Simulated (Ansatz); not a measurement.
# Si18NO35: the cost of one run

Computed with Ansatz 0.2.0 (DFT, PBE, plane-wave PAW, default files, scalar-relativistic, as far as a step names no other, unless a step's input says otherwise).

## (1) The starting structure

It takes space group P1 (No. 1, triclinic). The conventional cell has a = 8.514 Å, b = 8.514 Å, c = 10.818 Å, α = 90.00°, β = 90.00°, γ = 120.00°. Si (site symmetry 1) has 4 O at 1.61 Å as nearest neighbours. Si (site symmetry 1) is surrounded by 3 O at 1.61 Å and 1 N at 1.61 Å. Only part of the 54 independent sites is listed.

Structure file:

```cif
data_structure
_symmetry_space_group_name_H-M 'P1'
_symmetry_Int_Tables_number 1
_cell_length_a 8.5144
_cell_length_b 8.5144
_cell_length_c 10.8182
_cell_angle_alpha 90.000
_cell_angle_beta 90.000
_cell_angle_gamma 120.000
_cell_volume 679.20
loop_
_atom_site_label
_atom_site_type_symbol
_atom_site_symmetry_multiplicity
_atom_site_Wyckoff_symbol
_atom_site_fract_x
_atom_site_fract_y
_atom_site_fract_z
_atom_site_occupancy
Si1 Si 1 a 0.17677 0.35353 0.16667 1
Si2 Si 1 a 0.17677 0.35353 0.66667 1
Si3 Si 1 a 0.51010 0.02020 0.16667 1
Si4 Si 1 a 0.51010 0.02020 0.66667 1
Si5 Si 1 a 0.84343 0.68687 0.16667 1
Si6 Si 1 a 0.84343 0.68687 0.66667 1
Si7 Si 1 a 0.64647 0.82323 0.33333 1
Si8 Si 1 a 0.64647 0.82323 0.83333 1
Si9 Si 1 a 0.97980 0.48990 0.33333 1
Si10 Si 1 a 0.97980 0.48990 0.83333 1
Si11 Si 1 a 0.31313 0.15657 0.33333 1
Si12 Si 1 a 0.31313 0.15657 0.83333 1
Si13 Si 1 a 0.84343 0.15657 0.00000 1
Si14 Si 1 a 0.84343 0.15657 0.50000 1
Si15 Si 1 a 0.17677 0.82323 0.00000 1
Si16 Si 1 a 0.17677 0.82323 0.50000 1
Si17 Si 1 a 0.51010 0.48990 0.00000 1
Si18 Si 1 a 0.51010 0.48990 0.50000 1
N1 N 1 a 0.77260 0.95940 0.44050 1
O1 O 1 a 0.77260 0.95940 0.94050 1
O2 O 1 a 0.10593 0.62607 0.44050 1
O3 O 1 a 0.10593 0.62607 0.94050 1
O4 O 1 a 0.43927 0.29273 0.44050 1
O5 O 1 a 0.43927 0.29273 0.94050 1
O6 O 1 a 0.70727 0.14653 0.10717 1
O7 O 1 a 0.70727 0.14653 0.60717 1
O8 O 1 a 0.04060 0.81320 0.10717 1
O9 O 1 a 0.04060 0.81320 0.60717 1
O10 O 1 a 0.37393 0.47987 0.10717 1
O11 O 1 a 0.37393 0.47987 0.60717 1
O12 O 1 a 0.52013 0.89407 0.27383 1
O13 O 1 a 0.52013 0.89407 0.77383 1
O14 O 1 a 0.85347 0.56073 0.27383 1
O15 O 1 a 0.85347 0.56073 0.77383 1
O16 O 1 a 0.18680 0.22740 0.27383 1
O17 O 1 a 0.18680 0.22740 0.77383 1
O18 O 1 a 0.04060 0.22740 0.05950 1
O19 O 1 a 0.04060 0.22740 0.55950 1
O20 O 1 a 0.37393 0.89407 0.05950 1
O21 O 1 a 0.37393 0.89407 0.55950 1
O22 O 1 a 0.70727 0.56073 0.05950 1
O23 O 1 a 0.70727 0.56073 0.55950 1
O24 O 1 a 0.85347 0.29273 0.39283 1
O25 O 1 a 0.85347 0.29273 0.89283 1
O26 O 1 a 0.18680 0.95940 0.39283 1
O27 O 1 a 0.18680 0.95940 0.89283 1
O28 O 1 a 0.52013 0.62607 0.39283 1
O29 O 1 a 0.52013 0.62607 0.89283 1
O30 O 1 a 0.10593 0.47987 0.22617 1
O31 O 1 a 0.10593 0.47987 0.72617 1
O32 O 1 a 0.43927 0.14653 0.22617 1
O33 O 1 a 0.43927 0.14653 0.72617 1
O34 O 1 a 0.77260 0.81320 0.22617 1
O35 O 1 a 0.77260 0.81320 0.72617 1
```

Atom 19 of the input is the impurity.

## (2) Gradients at the starting positions

Input file input.yaml:

```yaml
crystal:
  lattice:
    - [7.3737, 4.2572076799, 0.0]
    - [-7.3737, 4.2572076799, 0.0]
    - [0.0, 0.0, 10.8182]
  atoms:
    - { symbol: Si, position: [0.1767666667, 0.8232333333, 0.1666666666] }
    - { symbol: Si, position: [0.1767666667, 0.8232333333, 0.6666666666] }
    - { symbol: Si, position: [0.5101, 0.4899, 0.1666666666] }
    - { symbol: Si, position: [0.5101, 0.4899, 0.6666666666] }
    - { symbol: Si, position: [0.8434333333, 0.1565666667, 0.1666666666] }
    - { symbol: Si, position: [0.8434333333, 0.1565666667, 0.6666666666] }
    - { symbol: Si, position: [0.1767666667, 0.3535333333, 0.3333333334] }
    - { symbol: Si, position: [0.1767666667, 0.3535333333, 0.8333333334] }
    - { symbol: Si, position: [0.5101, 0.0202, 0.3333333334] }
    - { symbol: Si, position: [0.5101, 0.0202, 0.8333333334] }
    - { symbol: Si, position: [0.8434333333, 0.6868666667, 0.3333333334] }
    - { symbol: Si, position: [0.8434333333, 0.6868666667, 0.8333333334] }
    - { symbol: Si, position: [0.3131333333, 0.1565666667, 0.0] }
    - { symbol: Si, position: [0.3131333333, 0.1565666667, 0.5] }
    - { symbol: Si, position: [0.6464666667, 0.8232333333, 0.0] }
    - { symbol: Si, position: [0.6464666667, 0.8232333333, 0.5] }
    - { symbol: Si, position: [0.9798, 0.4899, 0.0] }
    - { symbol: Si, position: [0.9798, 0.4899, 0.5] }
    - { symbol: "N", position: [0.1868, 0.2274, 0.4405] }
    - { symbol: O, position: [0.1868, 0.2274, 0.9405] }
    - { symbol: O, position: [0.5201333333, 0.8940666667, 0.4405] }
    - { symbol: O, position: [0.5201333333, 0.8940666667, 0.9405] }
    - { symbol: O, position: [0.8534666667, 0.5607333333, 0.4405] }
    - { symbol: O, position: [0.8534666667, 0.5607333333, 0.9405] }
    - { symbol: O, position: [0.4392666667, 0.2927333333, 0.1071666666] }
    - { symbol: O, position: [0.4392666667, 0.2927333333, 0.6071666666] }
    - { symbol: O, position: [0.7726, 0.9594, 0.1071666666] }
    - { symbol: O, position: [0.7726, 0.9594, 0.6071666666] }
    - { symbol: O, position: [0.1059333333, 0.6260666667, 0.1071666666] }
    - { symbol: O, position: [0.1059333333, 0.6260666667, 0.6071666666] }
    - { symbol: O, position: [0.3739333333, 0.4798666667, 0.2738333334] }
    - { symbol: O, position: [0.3739333333, 0.4798666667, 0.7738333334] }
    - { symbol: O, position: [0.7072666667, 0.1465333333, 0.2738333334] }
    - { symbol: O, position: [0.7072666667, 0.1465333333, 0.7738333334] }
    - { symbol: O, position: [0.0406, 0.8132, 0.2738333334] }
    - { symbol: O, position: [0.0406, 0.8132, 0.7738333334] }
    - { symbol: O, position: [0.1868, 0.9594, 0.0595] }
    - { symbol: O, position: [0.1868, 0.9594, 0.5595] }
    - { symbol: O, position: [0.5201333333, 0.6260666667, 0.0595] }
    - { symbol: O, position: [0.5201333333, 0.6260666667, 0.5595] }
    - { symbol: O, position: [0.8534666667, 0.2927333333, 0.0595] }
    - { symbol: O, position: [0.8534666667, 0.2927333333, 0.5595] }
    - { symbol: O, position: [0.4392666667, 0.1465333333, 0.3928333334] }
    - { symbol: O, position: [0.4392666667, 0.1465333333, 0.8928333334] }
    - { symbol: O, position: [0.7726, 0.8132, 0.3928333334] }
    - { symbol: O, position: [0.7726, 0.8132, 0.8928333334] }
    - { symbol: O, position: [0.1059333333, 0.4798666667, 0.3928333334] }
    - { symbol: O, position: [0.1059333333, 0.4798666667, 0.8928333334] }
    - { symbol: O, position: [0.3739333333, 0.8940666667, 0.2261666666] }
    - { symbol: O, position: [0.3739333333, 0.8940666667, 0.7261666666] }
    - { symbol: O, position: [0.7072666667, 0.5607333333, 0.2261666666] }
    - { symbol: O, position: [0.7072666667, 0.5607333333, 0.7261666666] }
    - { symbol: O, position: [0.0406, 0.2274, 0.2261666666] }
    - { symbol: O, position: [0.0406, 0.2274, 0.7261666666] }
total_charge: -1
kpoints:
  mp_grid: { grid: [3, 3, 2] }
scf:
  occupations: { method: fermi_dirac, width: 0.01 }
hamiltonian:
  xc: pbe
  pseudopotentials: { kind: paw }
output:
  forces: true
  stress: true
  populations: true
  efg:
    quadrupole_moments_barn: { "N": 0.02044, O: -0.02558 }
    contact_densities: true
```

Command:

```
$ ansatz run input.yaml --threads 1 --pin off --max-ram 3072MiB --backend cpu --events-out ev --progress --plain --runs-dir out
```

**Question.** How long does this run take on 1 thread of Arm Neoverse V2, shared host, and how much memory does it need?

About 5.1 min, with a peak of 1.6 GiB.
